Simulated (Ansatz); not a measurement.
# InH3 (SMILES [InH3]) at r2SCAN0/def2-TZVP (core potential)

Aim: the vertical ionisation energy of InH3 at r2SCAN0/def2-TZVP (core potential), from 2 runs. 

The results are computed with Ansatz 0.2.0.

32 further runs of the same task are left out: 3 that didn't finish, 29 set aside as unsound or not needed.

### 1 The molecule

InH3: 4 atoms, total charge 0, spin state singlet. SMILES: `[InH3]`. Geometry: relaxed at PBE0-D4/def2-TZVP.

Bond lengths: In1–H2 1.724 Å, In1–H3 1.724 Å, In1–H4 1.724 Å. Angles: H2–In1–H3 120.0°, H2–In1–H4 120.0°, H3–In1–H4 120.0°.

### 2 A single-point energy at r2SCAN0/def2-TZVP (core potential)

The input, molecule.yaml:

```yaml
crystal:
  periodic: [false, false, false]
  atoms:
    - {symbol: In, position_ang: [0.013900, -0.015100, -0.005100]}
    - {symbol: H, position_ang: [0.415500, 1.516000, 0.678200]}
    - {symbol: H, position_ang: [-1.095600, -0.107300, -1.321400]}
    - {symbol: H, position_ang: [0.721800, -1.454000, 0.628000]}
basis:
  gaussian: {orbitals: def2-TZVP}
hamiltonian: {xc: {name: r2SCAN0}}
accuracy: high
output: {orbitals: {seedname: orbitals}}
```

Command:

```console
$ ansatz run molecule.yaml --threads 1 --pin off --max-ram 3480MiB --events-out events.jsonl --progress --plain --runs-dir runs
```

Log:

```text
Warning: RAYON_NUM_THREADS=1 ignored (pool sized by the plan → 1); use --threads N
Functional definition: r2SCAN0
  name "r2SCAN0"
  parameter a = 0.25
  parameter k0 = 0.174
  parameter k1 = 0.065
  parameter a1 = 4.9479
  exchange = (1 - a)*r2scan_x(k0 = k0, k1 = k1, a1 = a1) + a*exact_x
  correlation = r2scan_c
1334 factors; integrals over basis functions are off by at most 2.7e-9 eV
mean field evaluation 1: about -5222.1515 eV, gradient 1.2e1 eV
mean field evaluation 2: about -5222.4291 eV, gradient 7.3e0 eV
mean field evaluation 4: about -5222.5244 eV, gradient 1.1e-1 eV
mean field evaluation 8: about -5222.5245 eV, gradient 9.9e-4 eV
mean field evaluation 16: about -5222.5245 eV, gradient 1.0e-7 eV
mean field -5222.52453367 eV, -191.9242366581 hartree, gradient 5.5e-8 eV, S^2 0.000000; 0 other end points of the search recorded, 0 dependent functions left out
reference -5222.52453470 eV, -191.9242366960 hartree; 12, 12 occupied and 56, 56 virtual orbitals, 1334 factors
Total energy: -5222.52453470 eV, -191.9242366960 hartree
```

Wall time 6 s (1 thread of Arm Neoverse V2, shared host); peak memory 0.2 GiB.

### 3 The doublet cation, same level

The input, input.yaml:

```yaml
crystal:
  periodic: [false, false, false]
  atoms:
    - {symbol: In, position_ang: [0.013900, -0.015100, -0.005100]}
    - {symbol: H, position_ang: [0.415500, 1.516000, 0.678200]}
    - {symbol: H, position_ang: [-1.095600, -0.107300, -1.321400]}
    - {symbol: H, position_ang: [0.721800, -1.454000, 0.628000]}
basis:
  gaussian: {orbitals: def2-TZVP}
hamiltonian: {xc: {name: r2SCAN0}}
total_charge: 1
output: {orbitals: {seedname: orbitals}}
accuracy: high
magnetization: {spin_polarized: true, initial_magnetization: 1}
```

Command:

```console
$ ansatz run input.yaml --threads 1 --pin off --max-ram 3480MiB --events-out events.jsonl --progress --plain --runs-dir runs
```

Log:

```text
Warning: RAYON_NUM_THREADS=1 ignored (pool sized by the plan → 1); use --threads N
[... 8 set-up lines as earlier in the session ...]
1334 factors; integrals over basis functions are off by at most 2.7e-9 eV
mean field evaluation 1: about -5211.4381 eV, gradient 7.9e0 eV
mean field evaluation 2: about -5211.6944 eV, gradient 6.6e0 eV
mean field evaluation 4: about -5211.9490 eV, gradient 5.5e-1 eV
mean field evaluation 8: about -5211.9744 eV, gradient 6.3e-2 eV
mean field evaluation 16: about -5211.9744 eV, gradient 4.5e-3 eV
mean field evaluation 32: about -5211.9904 eV, gradient 1.6e-6 eV
mean field evaluation 64: about -5211.9797 eV, gradient 3.7e-1 eV
mean field -5211.99054714 eV, -191.5371197934 hartree, gradient 9.3e-8 eV, S^2 0.804949; 4 other end points of the search recorded, 0 dependent functions left out
reference -5211.99054916 eV, -191.5371198675 hartree; 12, 11 occupied and 56, 57 virtual orbitals, 1334 factors
Total energy: -5211.99054916 eV, -191.5371198675 hartree
```

Wall time 41 s (1 thread of Arm Neoverse V2, shared host); peak memory 0.31 GiB.

### 4 Summary of results

Level: r2SCAN0/def2-TZVP (core potential).

```
                                          quantity          value
                        singlet InH3: total energy  -191.92424 Eh
                         singlet InH3: HOMO energy       -8.37 eV
                         singlet InH3: LUMO energy       -1.69 eV
                       singlet InH3: HOMO–LUMO gap        6.68 eV
                      doublet cation: total energy  -191.53712 Eh
doublet cation: HOMO energy (highest over α and β)      -14.55 eV
 doublet cation: LUMO energy (lowest over α and β)      -12.56 eV
                              doublet cation: ⟨S²⟩          0.805
vertical ionisation energy (to the doublet cation)      10.534 eV
```

In words: Removing an electron at fixed nuclei costs 10.53 eV (243 kcal/mol). The negative HOMO energy of the first species, 8.37 eV, lies 2.17 eV below that difference.
